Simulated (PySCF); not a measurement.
# H5Pd: the cost of one run

Method: each script names its method and basis; program: PySCF 2.14.0.

4 further runs of the same task are left out: 4 that didn't finish. Runs told in other sessions of the task aren't counted.

### 1 Starting geometry

PdH5⁻ (triplet): 6 atoms, charge -1, spin multiplicity 3.

Bond lengths: Pd1–H2 1.590 Å, Pd1–H3 1.803 Å, Pd1–H4 1.639 Å, Pd1–H5 1.859 Å, Pd1–H6 1.639 Å, H3–H5 0.824 Å. Angles: H2–Pd1–H3 179.1°, H2–Pd1–H4 92.6°, H2–Pd1–H5 153.2°, H2–Pd1–H6 92.6°, H3–Pd1–H4 87.9°, H3–Pd1–H5 25.9°, H3–Pd1–H6 88.0°, H4–Pd1–H5 105.3°, H4–Pd1–H6 95.0°, H5–Pd1–H6 105.2°, Pd1–H3–H5 80.9°, Pd1–H5–H3 73.2°.

### 2 Base script

input.py reads:

```python
from pyscf import gto, dft

mol = gto.M(
    atom='Pd -0.0049 0.0071 0.0217; H 0.2327 -0.4072 1.5383; H -0.2861 0.5007 -1.6894; H 1.5695 -0.2289 -0.3677; H -0.6787 1.1173 -1.309; H -0.4828 -1.5045 -0.3952',
    basis='ano-rcc-vdzp',
    charge=-1,
    spin=2,
    verbose=4,
)
mf = dft.UKS(mol, xc='x3lyp')
mf = mf.sfx2c1e()
mf.kernel()
mf.analyze()
print('orbital energies (hartree):', [e[max(0, n-3):n+3].round(4) for e, n in zip(mf.mo_energy, mol.nelec)])
```

The run is started by

```bash
OMP_NUM_THREADS=1 python input.py
```

Q: Estimate wall time and peak memory on 1 thread of Arm Neoverse N1, shared host.

About 31 s, with a peak of 0.33 GiB.
